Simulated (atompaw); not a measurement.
**A PAW (atompaw) potential for tellurium, from input to tests**

Do these settings give a usable potential? It is generated, then checked for scattering, ghosts and hardness.

The numbers are computed with atompaw 4.2.0.5 (PBE, scalar-relativistic, spin-unpolarised reference atom).

## Step 1: The design

Typed settings, in words:

```json
{
  "element": "tellurium (Te, Z = 52)",
  "type": "PAW",
  "frozen core": "[Ar] 3d10",
  "valence charge": "24",
  "reference configuration": "4s2 4p6 4d10 5s1.5 5p4.5",
  "partial waves": "4s (bound): rc 1.05 bohr; 5s (bound): rc 1.35 bohr; 4p (bound): rc 1.50 bohr; 5p (bound): rc 1.70 bohr; 4d (bound): rc 1.70 bohr; 4d channel at -1.45 Ry: rc 1.70 bohr",
  "local potential": "bessel scheme, radius 1.65 bohr",
  "core correction": "smooth core density matched at 0.95 bohr",
  "augmentation charge": "besselshape compensation charge, radius 1.55 bohr; PAW radius 1.70 bohr; waves and projectors: custom polynom vanderbiltortho"
}
```

An earlier all-electron run gives the scale for the radii.

All-electron outer shells of the reference configuration (PBE, scalar-relativistic, ld1.x):

```tsv
shell	level (eV)	outermost node (bohr)	outermost maximum (bohr)
3p	-804.63	0.13	0.29
3d	-560.77	–	0.24
4s	-165.10	0.38	0.70
4p	-115.12	0.38	0.74
4d	-42.33	0.36	0.81
5s	-15.49	0.91	1.80
5p	-6.23	1.00	2.17
```

## Step 2: Generation

Te.input

```
Te 52
GGA-PBE scalarrelativistic loggrid 1500 logderivrange -14 5 476
5 5 4 0 0 0
5 0 1.5
5 1 4.5
0 0 0
c
c
c
v
v
c
c
v
v
c
v
2
1.70 1.55 1.65 0.95
n
n
y
-1.45
n
custom polynom vanderbiltortho besselshape
bessel
1.05
1.35
1.50
1.70
1.70
1.70
PWSCFOUT
UPFDX 0.0125d0 UPFXMIN -7.d0 UPFZMESH 52.d0
END
```

Launch:

```
$ atompaw < Te.input > Te.log
```

**Question.** What will these runs give? Wanted: cutoffs for 10 and 1 mRy, occupied levels; bound ghosts; largest phase difference near zero energy, channels read; lowest eigenvalue of the overlap; share of valence orbitals outside the PAW sphere; UPF file.

**Answer**, as computed:

```
                                                quantity                                     value
               cutoffs for 10 and 1 mRy, occupied levels                          60 Ry and 100 Ry
                                            bound ghosts                                none found
largest phase difference near zero energy, channels read                                 0.006 rad
         lowest eigenvalue of the overlap (Bessel basis)                                 0.605 (s)
        share of valence orbitals outside the PAW sphere  4s 0 %, 5s 68 %, 4p 1 %, 5p 85 %, 4d 5 %
                                                UPF file                                   written
```

What this shows: It counts as of middling hardness, with 60 Ry needed at the looser tolerance. It is free of bound ghosts as far as tested. Near zero energy the phases of the channels with partial waves agree within 0.006 rad. These are tests on the free atom; a crystal test is still owed.
